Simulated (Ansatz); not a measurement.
**B3H3O6: harmonic frequencies at the relaxed geometry**

At which frequencies does B3H3O6 vibrate? The task is harmonic frequencies at the relaxed geometry, for B3H3O6.

Computed with Ansatz 0.2.0, driven from Python. Level of theory: r2SCAN/6-31G*.

## 1. Starting point

Bond lengths: O1–B2 1.461 Å, B2–O3 1.484 Å, O3–B4 1.479 Å, B4–O5 1.462 Å, B4–O6 1.479 Å, O6–B7 1.484 Å, B7–O8 1.461 Å, B2–O9 1.476 Å, B7–O9 1.476 Å, O1–H10 0.990 Å, O5–H11 0.991 Å, O8–H12 0.990 Å. Angles (14 of 15 angles, heavy atoms first): O1–B2–O3 118.2°, O1–B2–O9 118.2°, O3–B2–O9 119.2°, B2–O3–B4 106.8°, O3–B4–O5 118.1°, O3–B4–O6 119.3°, O5–B4–O6 118.1°, B4–O6–B7 106.8°, O6–B7–O8 118.2°, O6–B7–O9 119.2°, O8–B7–O9 118.2°, B2–O9–B7 102.1°, B2–O1–H10 104.5°, B4–O5–H11 104.9°.

The script holds or builds the structure itself.

## 2. The code

Contents of b3h3o6_freq.py:

```python
import ansatz as az
import numpy as np


def main() -> None:
    geometry_ang = [
        ("O", (-0.3085, 2.4529, 0.2519)),
        ("B", (-0.6468, 1.0549, -0.005)),
        ("O", (-1.2094, 0.2536, 1.1101)),
        ("B", (-0.692, -1.1226, 0.9505)),
        ("O", (-1.6308, -2.1699, 0.5522)),
        ("O", (0.7443, -1.3282, 0.6642)),
        ("B", (1.1098, -0.3673, -0.4059)),
        ("O", (2.4462, 0.2226, -0.3767)),
        ("O", (0.0405, 0.3638, -1.1133)),
        ("H", (-1.0565, 2.9667, -0.1447)),
        ("H", (-1.7523, -2.0451, -0.423)),
        ("H", (2.9555, -0.2815, -1.0602)),
    ]
    geometry = az.Crystal.molecule()
    for symbol, xyz in geometry_ang:
        geometry = geometry.atom(symbol, xyz)

    base = (
        geometry.calculation()
        .basis(gaussian="6-31G*")
        .functional("r2scan")
    )
    symbols = [site.symbol for site in geometry.cartesian_sites]
    start = np.array([site.position_ang for site in geometry.cartesian_sites], dtype=float)
    data = base.relax(force_tolerance=0.003, max_steps=100).run(threads=1).report
    end = np.array(data["positions_ang"])

    print("final positions (A) and the move of each atom")
    for symbol, xyz, old in zip(symbols, end, start):
        print(f"{symbol:2s} {xyz[0]:10.5f} {xyz[1]:10.5f} {xyz[2]:10.5f}   {np.linalg.norm(xyz - old):7.4f}")

    minimum = az.Crystal.molecule()
    for symbol, place in zip(symbols, end):
        minimum = minimum.atom(symbol, place.tolist())
    vibrating = (
        minimum.calculation()
        .basis(gaussian="6-31G*")
        .functional("r2scan")
        .phonons(temperatures=(298.15, 498.15, 100))
    )
    vib = vibrating.run(threads=1).report["vibrations"]
    sums = vib["harmonic_sums"]
    modes = [m["omega_inv_cm"] for m in sums["modes_at_gamma"] if m["rigid_motion"] == "no"]
    print("frequencies (1/cm):", " ".join(f"{w:.0f}" for w in modes))
    print("imaginary modes:", sum(w < 0 for w in modes), " zero-point energy:", round(sums["zero_point_energy_ev"], 4), "eV")
    print("T (K)   F_vib (eV)   S_vib (meV/K)   C_vib (meV/K)")
    for row in zip(sums["temperatures_k"], sums["vibrational_free_energy_ev"], vib["entropy_ev_per_k"], vib["heat_capacity_ev_per_k"]):
        print(f"{row[0]:6.1f} {row[1]:11.4f} {1000 * row[2]:13.4f} {1000 * row[3]:15.4f}")

    heavier = vibrating.phonons(masses={"H": 2.014102}).run(threads=1).report["vibrations"]["harmonic_sums"]
    print("deuterated (1/cm):", " ".join(f"{m['omega_inv_cm']:.0f}" for m in heavier["modes_at_gamma"] if m["rigid_motion"] == "no"))
    print("zero-point energy falls by", round(sums["zero_point_energy_ev"] - heavier["zero_point_energy_ev"], 4), "eV")


if __name__ == "__main__":
    main()
```

## 3. What the engine is handed

The package turns the script's settings into the engine's input (first run):

```yaml
crystal:
  periodic: [false, false, false]
  atoms:
    - { symbol: O, position_ang: [-0.3085, 2.4529, 0.2519] }
    - { symbol: B, position_ang: [-0.6468, 1.0549, -0.005] }
    - { symbol: O, position_ang: [-1.2094, 0.2536, 1.1101] }
    - { symbol: B, position_ang: [-0.692, -1.1226, 0.9505] }
    - { symbol: O, position_ang: [-1.6308, -2.1699, 0.5522] }
    - { symbol: O, position_ang: [0.7443, -1.3282, 0.6642] }
    - { symbol: B, position_ang: [1.1098, -0.3673, -0.4059] }
    - { symbol: O, position_ang: [2.4462, 0.2226, -0.3767] }
    - { symbol: O, position_ang: [0.0405, 0.3638, -1.1133] }
    - { symbol: H, position_ang: [-1.0565, 2.9667, -0.1447] }
    - { symbol: H, position_ang: [-1.7523, -2.0451, -0.423] }
    - { symbol: H, position_ang: [2.9555, -0.2815, -1.0602] }
basis:
  gaussian:
    orbitals: "6-31G*"
hamiltonian:
  xc: r2scan
relax:
  f_tol: 0.003
  max_steps: 100
```

## 4. Running it

Launch:

```bash
> python b3h3o6_freq.py
```

Q: Predict the main results. Wanted: highest frequency; imaginary modes; zero-point energy.

As calculated:

| quantity | value |
| --- | --- |
| runs compared | 3 |
| highest frequency | 3802 cm⁻¹ |
| imaginary modes | 0 |
| zero-point energy | 2.013 eV |

What this shows: Run 1: The relaxation took 15 moves; the largest shift is 1.441 Å, of atom 11 (H). So large a move can change the bonding: the results belong to the relaxed structure. All frequencies are real, so the geometry is a minimum. The values are harmonic; measured fundamentals also hold anharmonic shifts, mostly downward for stretches. The frequencies are harmonic and unscaled, in a modest basis.
